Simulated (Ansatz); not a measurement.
two structures of LaS, a comparison of enthalpies under pressure

Run with the Ansatz DFT code, driven from Python.

`transition_las.py`
```python
import warnings

import ansatz as az
import numpy as np


def zincblende(first, second, a):
    return (
        az.Lattice.fcc(a)
        .space_group(216)
        .atom(first, (0, 0, 0))
        .atom(second, (0.25, 0.25, 0.25))
        .primitive()
    )


def rocksalt(A, B, a):
    return (
        az.Lattice.fcc(a)
        .space_group(225)
        .atom(A, (0, 0, 0))
        .atom(B, (0.5, 0.5, 0.5))
        .primitive()
    )


def compute(name, crystal, pressure=0.0):
    calc = (
        crystal.calculation()
        .functional('PBEsol')
        .basis(520)
        .kpoints(spacing=0.27)
        .occupations('fermi_dirac', width=0.05)
    )
    calc = calc.relax(force_tolerance=0.03, cell=True, pressure=pressure)
    return calc.run()


def volume_per_atom(outcome):
    return abs(np.linalg.det(outcome.lattice.cell_ang)) / len(outcome.lattice.sites)


def main() -> None:
    warnings.simplefilter('ignore', az.DeckWarning)

    phases = {}
    phases['zincblende'] = zincblende('La', 'S', 6.26)
    phases['rocksalt'] = rocksalt('La', 'S', 5.85)

    pressures = [0, 15, 30, 45]
    enthalpy, volume = {name: [] for name in phases}, {name: [] for name in phases}
    for p in pressures:
        for name, crystal in phases.items():
            o = compute(name, crystal, pressure=p)
            volume[name].append(volume_per_atom(o))
            enthalpy[name].append(o.report['energy_sigma0_ev'] / len(o.lattice.sites) + p * volume[name][-1] / 160.21766)
    gap = np.array(enthalpy['rocksalt']) - np.array(enthalpy['zincblende'])
    rows = [(p, va, vb, 1000 * d) for p, va, vb, d in zip(pressures, volume['zincblende'], volume['rocksalt'], gap)]
    print('| P (GPa) | V zincblende (A^3/atom) | V rocksalt (A^3/atom) | H(rocksalt) - H(zincblende) (meV/atom) |')
    print('| --- | --- | --- | --- |')
    for row in rows:
        print(f'| {row[0]:d} | {row[1]:.3f} | {row[2]:.3f} | {row[3]:+.1f} |')
    crossings = [p0 - g0 * (p1 - p0) / (g1 - g0) for p0, p1, g0, g1 in zip(pressures, pressures[1:], gap, gap[1:]) if g0 * g1 < 0]
    print('crossing near', [round(float(p), 1) for p in crossings], 'GPa') if crossings else print('no crossing in this range')


if __name__ == '__main__':
    main()
```

```console
$ python transition_las.py
| P (GPa) | V zincblende (A^3/atom) | V rocksalt (A^3/atom) | H(rocksalt) - H(zincblende) (meV/atom) |
| --- | --- | --- | --- |
| 0 | 33.321 | 24.480 | -622.3 |
| 15 | 27.499 | 21.569 | -1288.3 |
| 30 | 24.484 | 19.833 | -1778.0 |
| 45 | 22.438 | 18.599 | -2175.0 |
no crossing in this range
```

What to keep in mind:
- At a fixed pressure a relaxation lowers the enthalpy F + PV, while F alone can rise.
- For the metals among these phases the mesh is modest: differences between phases can be off by up to 40 meV an atom.
- Only these two structures are compared, at zero temperature and with their symmetry kept; either may be hypothetical, and another phase may be lower than both. Differences under about 40 meV an atom lie within the error of mesh and functional.
- The cells are prototypes set up for this calculation and needn't exist.
- Wall time of the script: 96 s on 1 thread of Arm Neoverse V1, with other jobs on the host, peak memory 0.45 GiB.
